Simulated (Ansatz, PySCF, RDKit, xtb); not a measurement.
**C2H7B3FN3: which of the isomers drawn lies lowest?**

Which of a sample of isomers of C2H7B3FN3 is the most stable in the gas at 298.15 K, and what are its properties? The sample is small against all isomers, and the most stable one of this formula need not be in it.

Plan: many cheap relaxations first (GFN2-xTB), then density-functional screening, relaxation at B3LYP/def2-SVP, vibrations (at GFN2-xTB) and a final energy. The numbers are computed, not measured.

**1. Drawing up candidates**

Isomers were taken from a list of plausible structures; this is a sample, not all of them. That gives 3 candidates.

| label | SMILES | spin |
| --- | --- | --- |
| c016 | C=CN1BNBNB1F | singlet |
| c166 | C=CN1BNB(F)NB1 | singlet |
| c625 | C=CB1NBNB(F)N1 | singlet |

Candidates are built by distance geometry, with a force field where one applies, in up to four conformers (letters a to d).

Q: Predict the outcome of this search (final energies at CCSD(T)/def2-SVP + MP2/def2-TZVPP - MP2/def2-SVP).

| quantity | value |
| --- | --- |
| lowest structure found | C=CB1NBNB(F)N1, singlet |
| next finalist | C=CN1BNB(F)NB1, singlet, 15.2 kcal/mol higher in G |
| share at equilibrium, among the finalists | 100.0 % |
| dipole moment (PBE0/def2-SVPD) | 1.40 D |
| HOMO energy (PBE0/def2-SVPD) | -7.70 eV |
| LUMO energy (PBE0/def2-SVPD) | -1.03 eV |
| HOMO–LUMO gap (PBE0/def2-SVPD) | 6.67 eV |
| lowest excitation (TD-PBE0/def2-SVPD) | 6.04 eV (f = 0.293) |
| lowest triplet excitation, same level, Tamm-Dancoff | 3.85 eV |
| vertical ionisation energy | 9.47 eV |
| vertical electron affinity | -0.68 eV (unbound: the value depends on the basis) |
| vertical triplet less singlet | +3.81 eV |

The lowest structure found is `C=CB1NBNB(F)N1`. Among the finalists first place is clear (15.2 kcal/mol); structures outside the list aren't covered. HF/STO-3G, r2SCAN-D4/def2-SVP, B3LYP/def2-SVP, HF/def2-SVP and MP2/def2-SVP already put its bonding pattern lowest among the structures in one piece; GFN2-xTB favours the singlet C=CN1BNB(F)NB1 (c166a, not a finalist). The search is not exhaustive (a finite list of starts, one conformer a finalist), so a lower isomer can't be ruled out. Only 3 drawn patterns were tried, so whole families of isomers are missing, and the result ranks this sample alone.
